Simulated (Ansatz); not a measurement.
# NaLaMnMoO6 (P2_1) in Ansatz: a series of runs

One crystal, NaLaMnMoO6, is run at these levels: PBE+U; tasks: projected density of states.

Program: Ansatz 0.2.0. These are calculated values, not measurements. Logs are shortened: lines on timing, memory, paths and dates and some standing lists are left out, and cuts for length are marked.

## 1. The structure

The structure is monoclinic, space group P2_1 (No. 4). The conventional cell has a = 5.557 Å, b = 5.598 Å, c = 8.025 Å, α = 90.00°, β = 90.44°, γ = 90.00°. Na (site symmetry 1) is surrounded by 4 O at 2.36 to 2.63 Å. La (site symmetry 1) is surrounded by 8 O at 2.40 to 2.69 Å. Mn (site symmetry 1) has 6 O at 2.07 to 2.20 Å as nearest neighbours. Mo (site symmetry 1) is surrounded by 5 O at 1.83 to 2.03 Å. O (site symmetry 1) is surrounded by 1 Mo at 1.83 Å and 1 Mn at 2.08 Å. Around O (site symmetry 1) lie 1 Mo at 1.87 Å. Around O (site symmetry 1) lie 1 Mo at 1.91 Å and 1 Mn at 2.08 Å. Around O (site symmetry 1) lie 1 Mo at 2.03 Å and 1 Mn at 2.07 Å.

The cell was built by a generator and needn't be a form met in nature.

## 2. Projected density of states, PBE+U, collinear spin, ferromagnetic start

The input, input.yaml:

```yaml
crystal:
  lattice:
    - [5.55735, 0.0, 0.0]
    - [0.0, 5.59794, 0.0]
    - [-0.06214, 0.0, 8.02462]
  atoms:
    - { symbol: Na, position: [0.75008, 0.51572, 0.49924] }
    - { symbol: Na, position: [0.24992, 0.01572, 0.50076] }
    - { symbol: La, position: [0.25715, 0.95896, 0.99937] }
    - { symbol: La, position: [0.74285, 0.45896, 0.00063] }
    - { symbol: Mn, position: [0.24767, 0.48762, 0.25607], spin: 4.0 }
    - { symbol: Mn, position: [0.75233, 0.98762, 0.74393], spin: 4.0 }
    - { symbol: Mo, position: [0.75559, 0.99666, 0.2709], spin: 1.0 }
    - { symbol: Mo, position: [0.24441, 0.49666, 0.7291], spin: 1.0 }
    - { symbol: O, position: [0.67335, 0.9783, 0.49061] }
    - { symbol: O, position: [0.03402, 0.81017, 0.27726] }
    - { symbol: O, position: [0.93353, 0.2891, 0.28026] }
    - { symbol: O, position: [0.47817, 0.20966, 0.19922] }
    - { symbol: O, position: [0.54435, 0.73563, 0.20079] }
    - { symbol: O, position: [0.82956, 0.01818, 0.00392] }
    - { symbol: O, position: [0.32665, 0.4783, 0.50939] }
    - { symbol: O, position: [0.96598, 0.31017, 0.72274] }
    - { symbol: O, position: [0.06647, 0.7891, 0.71974] }
    - { symbol: O, position: [0.52183, 0.70966, 0.80078] }
    - { symbol: O, position: [0.45565, 0.23563, 0.79921] }
    - { symbol: O, position: [0.17044, 0.51818, 0.99608] }
hamiltonian:
  xc: pbe
  pseudopotentials: { kind: paw }
  hubbard:
    sites:
      - { species: La, l: f, u_eff: 2.0 }
      - { species: Mn, l: d, u_eff: 2.0 }
      - { species: Mo, l: d, u_eff: 2.0 }
magnetization:
  spin_polarized: true
kpoints:
  mp_grid: { grid: [5, 5, 4] }
scf:
  occupations: { method: fermi_dirac, width: 0.05 }
  n_extra_bands: 50
output:
  forces: true
  stress: true
  eigenvalues: true
  dos: { projected: true, de: 0.05, nscf_kmesh: { grid: [8, 8, 6] } }
```

Potentials or basis: Ansatz PAW.

Run with:

```
$ ansatz run input.yaml --threads 8 --pin off --max-ram 20480MiB --backend cpu --events-out ev --progress --plain --runs-dir out
```

Standard output:

```text
Warning: RAYON_NUM_THREADS=8 ignored (pool sized by the plan → 8); use --threads N
Na: projections on atomic orbitals take those of the free atom [He] 2s2 2p6 3s1, of charge +0.00 (hamiltonian.pseudopotentials.projection_atoms); the dataset's partial waves leave at most 1.8e-8 of an orbital's norm unspanned inside its sphere
La: projections on atomic orbitals take those of the free atom [Kr 4d10] 4f0 5s2 5p6 5d1 6s2, of charge +0.00 (hamiltonian.pseudopotentials.projection_atoms); the dataset's partial waves leave at most 1.9e-5 of an orbital's norm unspanned inside its sphere
Mn: projections on atomic orbitals take those of the free atom [Ne] 3s2 3p6 3d5 4s2, of charge +0.00 (hamiltonian.pseudopotentials.projection_atoms); the dataset's partial waves leave at most 9.0e-7 of an orbital's norm unspanned inside its sphere
Mo: projections on atomic orbitals take those of the free atom [Ar 3d10] 4s2 4p6 4d5 5s1, of charge +0.00 (hamiltonian.pseudopotentials.projection_atoms); the dataset's partial waves leave at most 6.0e-6 of an orbital's norm unspanned inside its sphere
O: projections on atomic orbitals take those of the free atom [He] 2s2 2p4, of charge +0.00 (hamiltonian.pseudopotentials.projection_atoms); the dataset's partial waves leave at most 1.9e-8 of an orbital's norm unspanned inside its sphere
scf.n_extra_bands = 50 over 85 filled bands (N_el = 170.0): the run solves 135 bands
Engine: ansatz 0.2.0, x86_64-unknown-linux-gnu
Pseudopotentials: kind: paw
Pseudopotential: Na, paw, valence charge 9, recommended cutoff 420 eV (normal), Na.paw.azcp
Pseudopotential: La, paw, valence charge 11, recommended cutoff 420 eV (normal), La.paw.azcp
Pseudopotential: Mn, paw, valence charge 15, recommended cutoff 420 eV (normal), Mn.paw.azcp
Pseudopotential: Mo, paw, valence charge 14, recommended cutoff 420 eV (normal), Mo.paw.azcp
Pseudopotential: O, paw, valence charge 6, recommended cutoff 420 eV (normal), O.paw.azcp
Functional definition: PBE
  parameter kappa = 0.804
  parameter beta = 0.06672455060314922
  exchange = pbe_x(kappa = kappa, mu = beta*pi^2/3)
  correlation = pbe_c(beta = beta)
Crystal: 20 atoms, lattice volume = 249.644 Å³
Basis set: ecut = 420 eV, 4887 PW (Γ), exchange–correlation on 80×80×108 points (8 copies of the dense FFT grid, shifted against one another)
Bands: 135, of which v1, the nominal top of the filled ones, is band 85 counted from 1 (84 counted from 0)
Symmetry: 2 space group operations
Space group: P21 (ITA 4), of the structure as read, at distance tolerance 6.3e-5 Å
Magnetic group: BNS 4.7 (UNI 14), of the structure as read, at distance tolerance 6.3e-5 Å
[... 53 lines left out ...]
--- Per-component energies (eV) ---
  E_band       = -1324.878373
  E_kinetic    = 4200.854907
  E_local      = -13804.806348  (includes V_loc(G=0)·N_el)
  E_nonlocal   = 1778.719061
  E_hartree    = 5154.639139
  E_xc         = -1834.034619
  E_vxc        = -2270.526961  (∫ρ·V_xc dr)
  E_hubbard    = 6.193396  (on-site DFT+U / exact-exchange correction)
  E_vhub       = -6.551287  (the Hubbard potential's part of the band-sum identity)
  E_paw        = -22265.984109  (= ΣΔE_a)
  E_vpaw       = -1531.866395  (= ΣTr[D̂ρ^β])
  E_aug_tail   = 0.029213  (compensation charges beyond the density's cutoff)
  E_ewald      = -13237.377524
  E_smearing   = -0.000071  (= −TS)
  E_closure    = -0.000000  (closes the sum)
  Σ components = -40001.766955   (vs F -40001.766955, Δ=0.00e0)
--- Forces (eV/Å), atoms counted from 1 ---
  atom   1  Na    -0.00418914    -0.00190926    -0.00119717
  atom   2  Na     0.00418914    -0.00190926     0.00119717
  atom   3  La     0.01097455     0.01081880     0.00102673
  atom   4  La    -0.01097455     0.01081880    -0.00102673
  atom   5  Mn     0.04242155     0.09446215     0.02412824
  atom   6  Mn    -0.04242155     0.09446215    -0.02412824
[... 12 lines left out ...]
  atom  19  O     -0.22820982     0.21648941    -0.03857049
  atom  20  O     -0.01915398     0.00007470    -0.33066194
  max |Σ_I F_I| component: 3.06e-5 eV/Å
--- Stress (GPa, compression-positive) ---
        1.306638       0.000000       0.020555
        0.000000       1.173447       0.000000
        0.020555       0.000000       1.587458
  P = ⅓ Tr σ = 1.3558 GPa (13.558 kbar)
--- Band table (eV; the first three rows and the last of 66) ---
  k-point 0 ↑: bands = ["-70.3060", "-70.3060", "-52.8578", "-52.8575", "-40.7861", "-40.7854", "-39.0821", "-39.0821", "-39.0598", "-39.0598", "-39.0451", "-39.0451", "-27.0107", "-27.0102", "-26.9619", "-26.9619", "-26.9425", "-26.9423", "-21.0248", "-20.9104", "-12.7359", "-12.7299", "-12.7190", "-12.7127", "-12.7009", "-12.6964", "-8.5737", "-8.3300", "-7.9933", "-7.9653", "-7.8299", "-7.7551", "-7.6436", "-7.5769", "-7.2086", "-7.1547", "-7.1052", "-6.9878", "-4.7126", "-4.6865", "-4.5189", "-4.0661", "-3.9938", "-3.8250", "3.5865", "3.9958", "4.1053", "4.1077", "4.1777", "4.1944", "4.5185", "4.6605", "4.6990", "4.8229", "5.3200", "5.3804", "5.9800", "5.9848", "5.9970", "6.1374", "6.2236", "6.3942", "6.4052", "6.4967", "6.6876", "7.0028", "7.3146", "7.4076", "7.4139", "7.4999", "7.5303", "7.6915", "7.8019", "7.8492", "7.9517", "8.0877", "8.2221", "8.2884", "8.3251", "8.3851", "8.4258", "8.5517", "8.6827", "8.7698", "8.9362", "9.0024", "9.5740", "9.5799", "9.8002", "10.2445", "11.5848", "11.8199", "11.8482", "11.8816", "11.9098", "12.1402", "14.2794", "14.3594", "14.5942", "14.6075", "14.6419", "14.7198", "14.7462", "14.7808", "14.8205", "14.8456", "14.9046", "14.9212", "14.9461", "14.9684", "14.9779", "15.0674", "15.2515", "15.4657", "15.8045", "16.0220", "16.1268", "16.2850", "16.4433", "16.7271", "16.7383", "17.0187", "17.4699", "17.5289", "17.5425", "17.9737", "18.5065", "18.6114", "19.2937", "19.2940", "19.7340", "20.4599", "20.7812", "21.0030", "21.1802"]
  k-point 1 ↑: bands = ["-70.3061", "-70.3060", "-52.8577", "-52.8575", "-40.7861", "-40.7854", "-39.0821", "-39.0821", "-39.0598", "-39.0598", "-39.0451", "-39.0451", "-27.0107", "-27.0103", "-26.9620", "-26.9618", "-26.9425", "-26.9424", "-21.0248", "-20.9104", "-12.7358", "-12.7299", "-12.7187", "-12.7126", "-12.7009", "-12.6964", "-8.6223", "-8.2409", "-7.9746", "-7.9646", "-7.8260", "-7.7747", "-7.6678", "-7.5694", "-7.2151", "-7.1570", "-7.1347", "-6.9886", "-4.7134", "-4.6869", "-4.5184", "-4.0691", "-3.9950", "-3.8237", "3.7113", "4.0447", "4.1025", "4.1244", "4.2217", "4.3416", "4.5664", "4.6143", "4.6895", "4.8067", "5.3326", "5.4120", "5.8138", "5.9627", "5.9991", "6.0187", "6.1887", "6.3111", "6.4014", "6.5798", "6.6436", "6.7507", "7.3167", "7.3454", "7.3684", "7.4287", "7.5593", "7.6299", "7.6781", "7.8754", "7.9709", "8.1093", "8.1565", "8.2377", "8.3390", "8.3959", "8.5233", "8.6134", "8.6888", "8.8357", "8.9303", "9.0595", "9.5638", "9.6477", "10.0359", "10.4550", "11.6052", "11.7888", "11.8150", "11.8577", "11.9111", "12.1055", "14.3376", "14.5261", "14.6032", "14.6414", "14.6604", "14.7202", "14.7397", "14.7829", "14.8199", "14.8506", "14.9025", "14.9228", "14.9520", "14.9712", "14.9772", "15.0782", "15.2451", "15.4706", "15.7842", "15.8316", "16.1023", "16.3584", "16.4070", "16.6262", "16.8004", "17.0379", "17.1849", "17.4106", "17.5035", "17.9911", "18.0493", "19.2843", "19.4633", "19.5719", "19.6955", "20.5551", "20.6286", "20.9175", "21.1217"]
  k-point 2 ↑: bands = ["-70.3061", "-70.3060", "-52.8577", "-52.8576", "-40.7861", "-40.7854", "-39.0821", "-39.0821", "-39.0598", "-39.0598", "-39.0451", "-39.0451", "-27.0106", "-27.0105", "-26.9620", "-26.9618", "-26.9424", "-26.9424", "-21.0248", "-20.9104", "-12.7358", "-12.7299", "-12.7185", "-12.7125", "-12.7009", "-12.6964", "-8.6562", "-8.1552", "-7.9651", "-7.9486", "-7.8405", "-7.7925", "-7.6894", "-7.5649", "-7.2207", "-7.1657", "-7.1584", "-6.9899", "-4.7143", "-4.6871", "-4.5179", "-4.0722", "-3.9962", "-3.8224", "3.8901", "3.9924", "4.0981", "4.1280", "4.2812", "4.5466", "4.5646", "4.6964", "4.7836", "4.7962", "5.3908", "5.4085", "5.5150", "5.7048", "5.9433", "6.0807", "6.0815", "6.2117", "6.3792", "6.4172", "6.7719", "6.7884", "7.2663", "7.2947", "7.3092", "7.4290", "7.5214", "7.5642", "7.6885", "7.7946", "7.9597", "8.1186", "8.1300", "8.2877", "8.3841", "8.4420", "8.4803", "8.6592", "8.8155", "8.8518", "8.9862", "9.0084", "9.5470", "9.6421", "10.2715", "10.6670", "11.6535", "11.7252", "11.8099", "11.8307", "11.9024", "12.0713", "14.3855", "14.5660", "14.6139", "14.6389", "14.7209", "14.7275", "14.7821", "14.8186", "14.8406", "14.8915", "14.9086", "14.9276", "14.9741", "14.9758", "15.0888", "15.1101", "15.2074", "15.4078", "15.6269", "15.8518", "16.0537", "16.2203", "16.4079", "16.4739", "16.8631", "16.9645", "17.0923", "17.2963", "17.4597", "17.9773", "18.0065", "19.4421", "19.6351", "19.8872", "20.0308", "20.1296", "20.5095", "20.9966", "21.1244"]
  k-point 32 ↓: bands = ["-65.4651", "-65.4651", "-52.6298", "-52.6298", "-40.7854", "-40.7853", "-34.3512", "-34.3512", "-34.3241", "-34.3241", "-34.2945", "-34.2945", "-26.7630", "-26.7629", "-26.7191", "-26.7191", "-26.6892", "-26.6890", "-20.9651", "-20.9529", "-12.7389", "-12.7375", "-12.7147", "-12.7133", "-12.7001", "-12.6984", "-8.4633", "-8.4478", "-8.0024", "-7.9008", "-7.7864", "-7.7265", "-7.5445", "-7.4646", "-7.3122", "-7.2708", "-7.0085", "-6.9242", "-4.5549", "-4.4837", "-4.3064", "-4.1162", "-3.6911", "-3.5944", "3.8841", "3.9198", "4.4763", "4.5025", "4.6663", "4.7185", "5.1160", "5.2544", "5.2721", "5.3500", "5.4364", "5.5028", "6.1216", "6.2648", "6.3411", "6.4912", "6.6374", "6.6784", "6.7587", "6.9032", "6.9387", "7.1004", "7.2420", "7.3685", "7.4728", "7.5313", "7.7459", "7.8745", "7.9487", "7.9706", "8.0911", "8.1630", "8.2398", "8.3610", "8.6237", "8.6959", "11.6654", "11.6895", "12.0036", "12.0815", "12.1878", "12.2555", "13.8569", "13.9495", "14.0126", "14.0538", "14.0668", "14.1258", "14.4575", "14.5360", "14.6780", "14.7034", "14.7460", "14.7515", "14.8005", "14.8354", "14.8465", "14.8632", "14.8926", "14.9098", "14.9390", "14.9548", "14.9805", "14.9874", "15.0106", "15.0522", "15.3469", "15.4822", "15.8940", "16.0382", "16.2560", "16.3779", "16.4889", "16.5911", "16.9035", "16.9639", "17.0546", "17.3504", "17.5924", "17.7451", "18.0463", "18.2105", "18.3715", "18.7522", "19.3945", "19.9248", "20.6175", "20.8932", "21.2957", "21.6381", "21.7740"]
Occupation matrices written to <dir>
```

It took 3.4 min on 8 threads of Intel Xeon Platinum 8375C at 2.90GHz (Ice Lake), shared host; peak memory 6.5 GiB.

Results:

```yaml
Free_energy: -40001.7670 eV
Pressure: 1.4 GPa
Largest_force: 0.489 eV/Å
Band_gap_on_the_k_mesh: 0.71 eV, indirect (least direct gap 0.77 eV)
Net_moment: 10.00 μB per cell
Absolute_moment: 10.15 μB per cell
Site_moments: Na +0.00; La +0.00; Mn +3.94; Mo +0.17; O +0.00, +0.01, +0.02, +0.04 μB
```

Forces in eV/Å, atoms in the order of the input:
```
Na  -0.004 -0.002 -0.001
Na   0.004 -0.002  0.001
La   0.011  0.011  0.001
La  -0.011  0.011 -0.001
Mn   0.042  0.094  0.024
Mn  -0.042  0.094 -0.024
Mo  -0.022  0.080  0.014
Mo   0.022  0.080 -0.014
O   -0.004 -0.009 -0.489
O   -0.267  0.256  0.042
O   -0.332 -0.325  0.060
O    0.315 -0.322 -0.004
O    0.228  0.216  0.039
O    0.019  0.000  0.331
O    0.004 -0.009  0.489
O    0.267  0.256 -0.042
O    0.332 -0.325 -0.060
O   -0.315 -0.322  0.004
O   -0.228  0.216 -0.039
O   -0.019  0.000 -0.331
```

States per cell in windows of 1 eV (zero at the valence-band top; states under -8 eV left out):
```csv
from (eV),up,down,O 2p down,O 2p up,La 4f down,La 4f up,Mn 3d up,Mn 3d down
-8.0,0.46,0.00,0.00,0.28,0.00,0.00,0.01,0.00
-7.0,6.59,4.90,3.15,3.95,0.01,0.01,0.60,0.08
-6.0,6.53,7.15,4.74,4.09,0.02,0.02,0.66,0.12
-5.0,7.70,5.94,5.03,5.03,0.02,0.03,1.84,0.17
-4.0,7.62,7.73,6.77,5.61,0.05,0.06,1.21,0.21
-3.0,9.28,10.03,9.13,6.68,0.11,0.08,1.89,0.16
-2.0,3.96,0.25,0.23,2.13,0.00,0.03,1.59,0.00
-1.0,3.86,0.00,0.00,1.47,0.00,0.01,1.80,0.00
0.0,2.00,1.19,0.27,0.63,0.01,0.01,0.05,0.11
1.0,4.00,4.81,1.40,1.48,0.04,0.03,0.17,0.20
2.0,0.00,0.03,0.00,0.00,0.00,0.00,0.00,0.02
3.0,3.99,10.33,0.57,0.17,2.54,2.80,0.01,5.55
4.0,14.36,16.07,0.76,0.80,10.66,10.41,0.02,2.31
5.0,5.66,6.17,0.99,1.01,0.34,0.33,0.02,0.61
6.0,4.52,5.54,1.08,0.74,0.11,0.11,0.00,0.27
7.0,2.68,2.64,0.37,0.37,0.03,0.02,0.00,0.02
```

Eigenvalues of the final occupation matrices:
```
  site  spin  trace                         eigenvalues
site 1     1   0.11  0.01 0.01 0.01 0.01 0.02 0.02 0.03
site 1     2   0.11  0.01 0.01 0.01 0.01 0.02 0.02 0.03
site 2     1   0.11  0.01 0.01 0.01 0.01 0.02 0.02 0.03
site 2     2   0.11  0.01 0.01 0.01 0.01 0.02 0.02 0.03
site 3     1   4.84            0.93 0.94 0.99 0.99 0.99
site 3     2   0.38            0.04 0.04 0.05 0.12 0.13
site 4     1   4.84            0.93 0.94 0.99 0.99 0.99
site 4     2   0.38            0.04 0.04 0.05 0.12 0.13
site 5     1   2.17            0.41 0.42 0.44 0.45 0.46
site 5     2   1.86            0.35 0.35 0.36 0.40 0.40
site 6     1   2.17            0.41 0.42 0.44 0.45 0.46
site 6     2   1.86            0.35 0.35 0.36 0.40 0.40
```

Caveat: the magnetic or orbital state may not be the lowest; odd divisions of the mesh miss points on the zone boundary, where band edges often lie, so the gap on the mesh can be too wide; the pressure holds a Pulay correction of +0.6 GPa for the finite cutoff; spin-orbit coupling is left out, which moves the levels of the heavy elements; only a ferromagnetic start was run, and an antiferromagnetic order may lie lower in energy; the density of states is complete only up to the lowest level of the last band computed.

(Continued in part 2 of 3.)
